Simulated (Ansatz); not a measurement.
# Rh: the cost of one run

Computed with Ansatz 0.2.0 (DFT PBEsol, scalar-relativistic, unless a step's input says otherwise).

2 further runs of the same task are left out: 2 set aside as unsound or not needed.

## 1. The structure to begin with

Symmetry: Fm-3m, No. 225, cubic system. The conventional cell has a = 3.803 Å, b = 3.803 Å, c = 3.803 Å, α = 90.00°, β = 90.00°, γ = 90.00°. Rh (site symmetry m-3m) has 12 Rh at 2.69 Å as nearest neighbours.

Coordinates:

```cif
data_structure
_symmetry_space_group_name_H-M 'P 1'
_symmetry_Int_Tables_number 1
_cell_length_a 2.6892
_cell_length_b 2.6892
_cell_length_c 2.6892
_cell_angle_alpha 60.000
_cell_angle_beta 60.000
_cell_angle_gamma 60.000
_cell_volume 13.75
loop_
_atom_site_label
_atom_site_type_symbol
_atom_site_fract_x
_atom_site_fract_y
_atom_site_fract_z
_atom_site_occupancy
Rh1 Rh 0.00000 0.00000 0.00000 1
```

## 2. The deformed structure

Space group Fm-3m before, I4/mmm after.

## 3. LAPW, all electrons

The input, input.yaml:

```yaml
crystal:
  lattice:
    - [0.0, 1.90155, 1.8445035]
    - [1.90155, 0.0, 1.8445035]
    - [1.90155, 1.90155, 0.0]
  atoms:
    - { symbol: Rh, position: [0.0, 0.0, 0.0] }
kpoints:
  mp_grid: { grid: [16, 16, 16] }
  band_path:
    path:
      - [0.0, 0.0, 0.0]
      - [0.0, 0.5, 0.5]
      - [0.25, 0.75, 0.5]
      - [0.0, 0.5, 0.0]
      - [0.0, 0.0, 0.0]
      - [0.5, 0.5, 0.0]
      - [0.3828515251, 0.6171484749, 0.0]
      - [-0.3828515251, 0.3828515251, 0.0]
      - [0.0, 0.0, 0.0]
    npoints: 5
scf:
  occupations: { method: fermi_dirac, width: 0.08 }
hamiltonian:
  xc: pbesol
  pseudopotentials: { kind: all_electron, lapw: { basis_error: 0.001 } }
output:
  forces: true
  stress: true
  eigenvalues: true
```

Launch:

```
$ ansatz run input.yaml --threads 1 --pin off --max-ram 3072MiB --backend cpu --events-out ev --progress --plain --runs-dir out
```

Q: Estimate wall time and peak memory on 1 thread of Arm Neoverse V1, shared host.

About 32 s, with a peak of 0.48 GiB.
